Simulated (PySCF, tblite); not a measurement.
# C₆H₁₁F₂NSi: geometry, infrared bands and NMR shifts

What infrared bands and NMR shifts should C₆H₁₁F₂NSi (`C=C[Si@@H]1NCC[C@@H]1C(F)F`) show?

The runs use tblite 0.8.0 and PySCF 2.14.0, with density-fitted response routines of our own; the level of theory stands in each step. All values are computed, except where a source is named. Atoms are numbered from 0 throughout.

**1. The starting structure**

21 atoms, charge 0, multiplicity 1; geometry from: force field or distance geometry start.

Bonds of the start (Å): C0–C1 1.35, C1–Si2 1.80, Si2–N3 1.74, N3–C4 1.48, C4–C5 1.54, C5–C6 1.55, C6–C7 1.51, C7–F8 1.37, C7–F9 1.37, C6–Si2 1.90, C0–H10 1.09, C0–H11 1.08, C1–H12 1.08, Si2–H13 1.48, N3–H14 1.01, C4–H15 1.10, C4–H16 1.10, C5–H17 1.10, C5–H18 1.09, C6–H19 1.09, C7–H20 1.09.

**2. Optimising the geometry with GFN2-xTB**

What the job is given:

```
{"job": {"kind": "relax", "xc": "GFN2-xTB", "basis": "xTB"}, "charge": 0, "multiplicity": 1}
C      2.571700    -0.819600     0.706100
C      1.947700    -0.997200    -0.481000
Si     0.617900    -0.000100    -1.173200
N      0.680900     1.612500    -0.532100
C     -0.598100     2.060400     0.052500
C     -1.311300     0.804200     0.577500
C     -1.117200    -0.319300    -0.472700
C     -1.292900    -1.693200     0.128000
F     -1.211500    -2.634300    -0.859200
F     -2.560500    -1.801600     0.635300
H      2.298800     0.000100     1.372300
H      3.359200    -1.481300     1.029400
H      2.259600    -1.825100    -1.094300
H      0.630100     0.115100    -2.651700
H      1.014300     2.272300    -1.220300
H     -0.434200     2.796500     0.852600
H     -1.208500     2.535300    -0.731300
H     -0.857900     0.509200     1.540100
H     -2.369800     1.000100     0.768900
H     -1.838600    -0.171800    -1.271600
H     -0.588900    -1.945300     0.917700
```

The run is started by

```console
> OMP_NUM_THREADS=1 python probes_run.py task.json out
```

This one command runs all jobs of the session in turn.

**Question.** This job is followed by: GFN2-xTB harmonic vibrations, gas phase; GIAO PBE0/pcSseg-1 NMR shielding, non-relativistic, gas phase. Predict these results of the whole session: strongest single infrared mode (GFN2-xTB); zero-point energy (GFN2-xTB); 13C shifts against TMS (PBE0/pcSseg-1); 1H shifts against TMS (PBE0/pcSseg-1); 29Si shifts against TMS (PBE0/pcSseg-1); 15N shifts against NH3 (PBE0/pcSseg-1); 19F shifts against CFCl3 (PBE0/pcSseg-1).

As calculated:

| quantity | value |
| --- | --- |
| strongest single infrared mode (GFN2-xTB) | 2216 cm⁻¹, 348 km/mol |
| zero-point energy (GFN2-xTB) | 101.1 kcal/mol |
| 13C shifts against TMS (PBE0/pcSseg-1) | 145.4, 142.4, 128.4, 49.8, 35.8, 29.9 ppm |
| 1H shifts against TMS (PBE0/pcSseg-1) | 6.67, 6.40, 6.33, 5.95, 5.14, 3.50, 3.27, 2.09, 1.88, 1.56, 0.43 ppm |
| 29Si shifts against TMS (PBE0/pcSseg-1) | -20.8 ppm |
| 15N shifts against NH3 (PBE0/pcSseg-1) | 32.7 ppm |
| 19F shifts against CFCl3 (PBE0/pcSseg-1) | -123.0, -129.6 ppm |

**Reading.** Relaxing lowered the energy by 0.324 eV in 69 steps; the close pair that moved most is C1–Si2, from 1.800 to 1.882 Å. No mode is imaginary among the 57: a minimum at this level. The strongest single mode, at 2216 cm⁻¹, moves mainly H13. Unscaled tight-binding wavenumbers are off by several per cent, some by more. Its intensities can rank the bands wrongly. C0 (terminal =CH2 carbon) lies farthest downfield among carbon, at 145.4 ppm; as expected for a trigonal carbon in a double bond. At PBE0/pcSseg-1: Shielding is most anisotropic at C0 (span 261 ppm, paramagnetic term -213 ppm).
